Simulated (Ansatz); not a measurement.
# CH₈OSiSn: up Jacob's ladder to CCSD(T)

One table from this session's results is given with a row withheld; the runs are named, their logs left out.

The runs use Ansatz 0.2.0, Gaussian basis; functionals in def2-TZVPP, the program's frozen cores in correlated methods.

Levels to be run: PBE-D4, r2SCAN-D4, PBE0-D4, B3LYP-D4, ωB97X-V, ωB97M-V, B2PLYP; CCSD(T)/def2-TZVPP; MP2/def2-QZVPP; extrapolation to the limit.

## The geometry

An earlier PBE0-D4 in a triple-zeta def2 set relaxation fixed the geometry. Sn takes the def2 core potential; no spin-orbit term is included.

12 atoms, charge 0, spin multiplicity 1.

Atoms are counted from 1 here; the program's logs count them from 0.

Bond lengths: O1–Sn2 1.971 Å, O1–H5 0.960 Å, Sn2–C3 2.145 Å, Sn2–H6 1.703 Å, Sn2–H7 1.713 Å, C3–Si4 1.864 Å, C3–H8 1.093 Å, C3–H9 1.094 Å, Si4–H10 1.488 Å, Si4–H11 1.490 Å, Si4–H12 1.488 Å. Angles: Sn2–O1–H5 113.1°, O1–Sn2–C3 106.9°, O1–Sn2–H6 103.1°, O1–Sn2–H7 108.8°, C3–Sn2–H6 113.1°, C3–Sn2–H7 111.3°, H6–Sn2–H7 113.0°, Sn2–C3–Si4 113.0°, Sn2–C3–H8 106.4°, Sn2–C3–H9 108.4°, Si4–C3–H8 110.7°, Si4–C3–H9 110.3°, H8–C3–H9 107.8°, C3–Si4–H10 109.9°, C3–Si4–H11 110.0°, C3–Si4–H12 112.4°, H10–Si4–H11 107.8°, H10–Si4–H12 108.5° and more.

The first run:

Contents of in.yaml:

```yaml
crystal:
  periodic: [false, false, false]
  atoms:
    - {symbol: O, position_ang: [-2.126250, 1.209016, -0.471551]}
    - {symbol: Sn, position_ang: [-0.488995, 1.414001, 0.605865]}
    - {symbol: C, position_ang: [0.336103, -0.548609, 0.863853]}
    - {symbol: Si, position_ang: [0.898767, -1.318477, -0.737810]}
    - {symbol: H, position_ang: [-1.959012, 0.854825, -1.347689]}
    - {symbol: H, position_ang: [-1.064765, 2.093774, 2.056761]}
    - {symbol: H, position_ang: [0.598058, 2.440125, -0.229925]}
    - {symbol: H, position_ang: [-0.446234, -1.154171, 1.328997]}
    - {symbol: H, position_ang: [1.170837, -0.481822, 1.567312]}
    - {symbol: H, position_ang: [2.042624, -0.546983, -1.295724]}
    - {symbol: H, position_ang: [-0.205745, -1.281754, -1.737453]}
    - {symbol: H, position_ang: [1.321612, -2.735123, -0.568736]}
basis:
  gaussian: {orbitals: def2-TZVPP}
hamiltonian: {xc: pbe, dispersion: d4}
output: {forces: true, orbitals: {seedname: orbitals}}
```

Command:

```
$ ansatz run in.yaml --threads 4 --pin off --events-out ev --progress --plain --max-ram 10444MiB
```

Steps of the session up to this table: PBE-D4 (GGA); r2SCAN-D4 (meta-GGA); PBE0-D4 (hybrid); B3LYP-D4 (hybrid); ωB97X-V (range-separated); ωB97M-V (range-separated); B2PLYP (double hybrid); CCSD(T) in def2-TZVPP; MP2 in def2-QZVPP.

One table of the session follows, with a row left open; its other results are not shown here.

| method | atomisation energy (kJ/mol) |
| --- | --- |
| PBE-D4 | 3737.8 |
| r2SCAN-D4 | ? |
| PBE0-D4 | 3698.2 |
| B3LYP-D4 | 3728.4 |
| ωB97X-V | 3769.2 |
| ωB97M-V | 3746.1 |
| B2PLYP | 3687.0 |
| HF/def2-TZVPP | 2720.4 |
| MP2/def2-TZVPP | 3665.8 |
| CCSD/def2-TZVPP | 3626.2 |
| CCSD(T)/def2-TZVPP | 3673.3 |
| MP2/CBS | 3767.9 |
| CCSD(T)/CBS | 3775.5 |

**Question.** Estimate the row for r2SCAN-D4.

**Answer.** atomisation energy (kJ/mol): 3736.3. In the column «atomisation energy (kJ/mol)» it lies between B3LYP-D4 (3728.4) and PBE-D4 (3737.8).

Limits of these values: Free atoms (1 O, 1 Sn, 1 C, 1 Si, 8 H) were run apart at each level; the atomisation energy is their sum less the molecule, without zero-point or spin-orbit terms.
